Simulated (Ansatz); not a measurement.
**C₂H₅F₃Ge: basis-set convergence**

The task here is to estimate one member of a computed series from the others.

The runs use Ansatz 0.2.0, Gaussian basis; one geometry, several basis sets.

Levels to be run: PBE0-D4/def2-SVP; ωB97M-V/def2-SVP; PBE0-D4/def2-QZVPP; ωB97M-V/def2-QZVPP; the functionals' def2-TZVPP values are taken from earlier runs.

## The relaxed structure

The geometry comes from an earlier relaxation with PBE0-D4 in a triple-zeta def2 set; it is a stationary point, not always the lowest conformer.

SMILES `C[CH2][Ge]([F])([F])[F]`, 11 atoms, charge 0, spin multiplicity 1.

Atoms are counted from 1 here; the program's logs count them from 0.

Bond lengths: C1–C2 1.524 Å, C1–H7 1.092 Å, C1–H8 1.091 Å, C1–H9 1.091 Å, C2–Ge3 1.922 Å, C2–H10 1.093 Å, C2–H11 1.093 Å, Ge3–F4 1.716 Å, Ge3–F5 1.715 Å, Ge3–F6 1.716 Å. Angles: C2–C1–H7 110.2°, C2–C1–H8 111.6°, C2–C1–H9 111.6°, H7–C1–H8 107.7°, H7–C1–H9 107.7°, H8–C1–H9 107.9°, C1–C2–Ge3 112.7°, C1–C2–H10 111.9°, C1–C2–H11 111.9°, Ge3–C2–H10 106.5°, Ge3–C2–H11 106.5°, H10–C2–H11 107.2°, C2–Ge3–F4 113.1°, C2–Ge3–F5 114.0°, C2–Ge3–F6 113.1°, F4–Ge3–F5 105.4°, F4–Ge3–F6 105.0°, F5–Ge3–F6 105.4°.

Geometry (Å):

```
C     0.0258   -1.1545    0.9118
C     0.5881   -0.4066   -0.2916
Ge   -0.3401    1.2405   -0.6396
F    -2.0122    1.0167   -0.9564
F     0.2664    2.1128   -1.9859
F    -0.2806    2.3373    0.6794
H     0.5819   -2.0801    1.0728
H    -1.0234   -1.4176    0.7665
H     0.0987   -0.5597    1.8240
H     0.5206   -0.9997   -1.2069
H     1.6402   -0.1460   -0.1533
```

The first run:

Input file in.yaml:

```yaml
crystal:
  periodic: [false, false, false]
  atoms:
    - {symbol: C, position_ang: [0.025832, -1.154490, 0.911792]}
    - {symbol: C, position_ang: [0.588061, -0.406638, -0.291640]}
    - {symbol: Ge, position_ang: [-0.340098, 1.240511, -0.639635]}
    - {symbol: F, position_ang: [-2.012166, 1.016650, -0.956411]}
    - {symbol: F, position_ang: [0.266415, 2.112763, -1.985948]}
    - {symbol: F, position_ang: [-0.280625, 2.337286, 0.679408]}
    - {symbol: H, position_ang: [0.581897, -2.080147, 1.072800]}
    - {symbol: H, position_ang: [-1.023390, -1.417636, 0.766526]}
    - {symbol: H, position_ang: [0.098680, -0.559660, 1.823981]}
    - {symbol: H, position_ang: [0.520618, -0.999744, -1.206892]}
    - {symbol: H, position_ang: [1.640175, -0.145996, -0.153278]}
basis:
  gaussian: {orbitals: def2-SVP}
hamiltonian: {xc: pbe0, dispersion: d4}
output: {orbitals: {seedname: orbitals}}
```

The run is started by

```bash
ansatz run in.yaml --threads 4 --pin off --events-out ev --progress --plain --max-ram 11315MiB
```

Steps of the session up to this table: PBE0-D4 in def2-SVP; ωB97M-V in def2-SVP; PBE0-D4 in def2-QZVPP; ωB97M-V in def2-QZVPP.

One of the session's tables, all rows but one given; the rest of the session is left out.

It belongs to the step «Functionals by basis». 

```
functional       basis  HOMO (eV)  LUMO (eV)
   PBE0-D4    def2-SVP      -9.68       0.11
   PBE0-D4  def2-TZVPP      -9.72      -0.13
   PBE0-D4  def2-QZVPP      -9.75      -0.37
   ωB97M-V    def2-SVP          ?          ?
   ωB97M-V  def2-TZVPP     -11.96       1.69
   ωB97M-V  def2-QZVPP     -11.99       1.18
```

Estimate the missing values for ωB97M-V, def2-SVP.

The run gave: HOMO (eV): -11.90; LUMO (eV): 2.07. In the column «HOMO (eV)» it lies between ωB97M-V, def2-TZVPP (-11.96) and PBE0-D4, def2-QZVPP (-9.75).
